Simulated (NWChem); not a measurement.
# GeHBr (SMILES [GeH][Br]): r2SCAN/def2-TZVP

What is the vertical ionisation energy of GeHBr at r2SCAN/def2-TZVP? 

The results are computed with NWChem 7.3.0.

### 1 The molecule

GeHBr: 3 atoms, total charge 0, spin state singlet. SMILES: `[GeH][Br]`. The shape is that of a PBE0-D4/def2-TZVP optimisation.

Bond lengths: Ge1–Br2 2.339 Å, Ge1–H3 1.598 Å. Angles: Br2–Ge1–H3 93.3°.

### 2 A single-point energy at r2SCAN/def2-TZVP

Input file sp.nw:

```
start sp
memory 2200 mb

geometry noautosym nocenter noautoz
  Ge    0.359400   -0.859900    0.094000
  Br    0.673600    1.417200    0.525900
  H    -1.044000   -0.622200   -0.633200
end

basis spherical bse
  * library def2-TZVP
end

dft
  xc r2scan
  grid fine
  convergence energy 1e-08
  maxiter 100
  mulliken
  print low
end

task dft energy
```

On the command line:

```sh
$ nwchem sp.nw > sp.out
```

The program printed, cut to the lines that bear on the results:

```text
[...]
 d= 0,ls=0.0,diis     1  -4651.6952621491 -4.92D+03  1.15D-02  8.94D-01     5.5
[...]
 d= 0,ls=0.0,diis    11  -4651.7448140616 -1.26D-09  2.67D-07  6.21D-10    34.7
         Total DFT energy =    -4651.744814061562
      One electron energy =    -7017.397065178939
           Coulomb energy =     2265.992310987895
    Exchange-Corr. energy =     -170.705447121385
 Nuclear repulsion energy =      270.365387250867
[...]
      Total Density - Mulliken Population Analysis
     ---------------------------------------------
    Atom       Charge   Shell Charges
 -----------   ------   -------------------------------------------------------
    1 Ge  32    31.70   2.00  2.00  1.19  0.77  1.13  0.77  5.98  4.44  1.56  1.03  0.69  8.84  1.06  0.13  0.09  0.02
    2 Br  35    35.28   2.00  2.01  1.16  0.77  1.05  0.97  6.00  5.93  1.33  2.75  1.27  8.95  1.00  0.05  0.04  0.00
    3 H    1     1.02   0.23  0.56  0.23  0.01
[...]
```

It took 36 s on 1 thread of AMD EPYC 7R13 (Zen 3), shared host; peak memory 0.11 GiB.

### 3 The doublet cation at the same level

Input file job.xyz:

```xyz
3

Ge     0.359400    -0.859900     0.094000
Br     0.673600     1.417200     0.525900
H     -1.044000    -0.622200    -0.633200
```

Input file job.nw:

```
start job
memory 2200 mb
charge 1
geometry noautosym nocenter noautoz
  load job.xyz
end
basis "ao basis" spherical bse
  Ge library def2-TZVP
  Br library def2-TZVP
  H library def2-TZVP
end
dft
  xc r2scan
  mult 2
  grid fine
  convergence energy 1e-08
  maxiter 100
  mulliken
  noprint "final vectors analysis"
end
task dft energy
```

On the command line:

```sh
$ nwchem job.nw > job.out
```

The program printed, cut to the lines that bear on the results:

```text
[...]
          Wavefunction type:  spin polarized.
          No. of atoms     :     3
          No. of electrons :    67
[...]
          Charge           :     1
          Spin multiplicity:     2
[...]
          AO basis - number of functions:   102
[...]
              XC Information
              --------------
                      r^2SCAN Method XC Functional
               r^2SCAN metaGGA Exchange Functional  1.000
                     r^2SCAN Correlation Potential  1.000
[...]
 d= 0,ls=0.0,diis     1  -4650.9279240110 -4.92D+03  1.64D-02  3.20D+00     5.7
[...]
 d= 0,ls=0.0,diis    14  -4651.4040165645 -1.86D-09  1.52D-07  2.13D-10    50.6
[...]
         Total DFT energy =    -4651.404016564489
      One electron energy =    -6999.433443440148
           Coulomb energy =     2248.070126266602
    Exchange-Corr. energy =     -170.406086641811
 Nuclear repulsion energy =      270.365387250867
[...]
      Total Density - Mulliken Population Analysis
     ---------------------------------------------
    Atom       Charge   Shell Charges
 -----------   ------   -------------------------------------------------------
    1 Ge  32    31.31   2.00  2.00  1.18  0.77  1.17  0.61  5.98  4.43  1.56  0.98  0.48  8.85  1.07  0.12  0.09  0.02
    2 Br  35    34.89   2.00  2.01  1.17  0.77  1.09  0.96  6.00  5.93  1.29  2.72  0.93  8.95  1.00  0.05  0.05  0.00
    3 H    1     0.80   0.21  0.51  0.07  0.01
[...]
      <S2> =      0.7605 (Exact =     0.7500)
[...]
```

Run time: 52 s. Hardware: 1 thread of AMD EPYC 7R13 (Zen 3), shared host; peak memory 0.11 GiB.

### 4 Results

Level: r2SCAN/def2-TZVP.

| quantity | value |
| --- | --- |
| singlet GeHBr: total energy | -4651.74481 Eh |
| doublet cation: total energy | -4651.40402 Eh |
| doublet cation: ⟨S²⟩ | 0.760 |
| vertical ionisation energy (to the doublet cation) | 9.274 eV |

Removing an electron at fixed nuclei costs 9.27 eV (895 kJ/mol). Mulliken charges (singlet GeHBr) run from -0.28 on Br2 to +0.30 on Ge1.
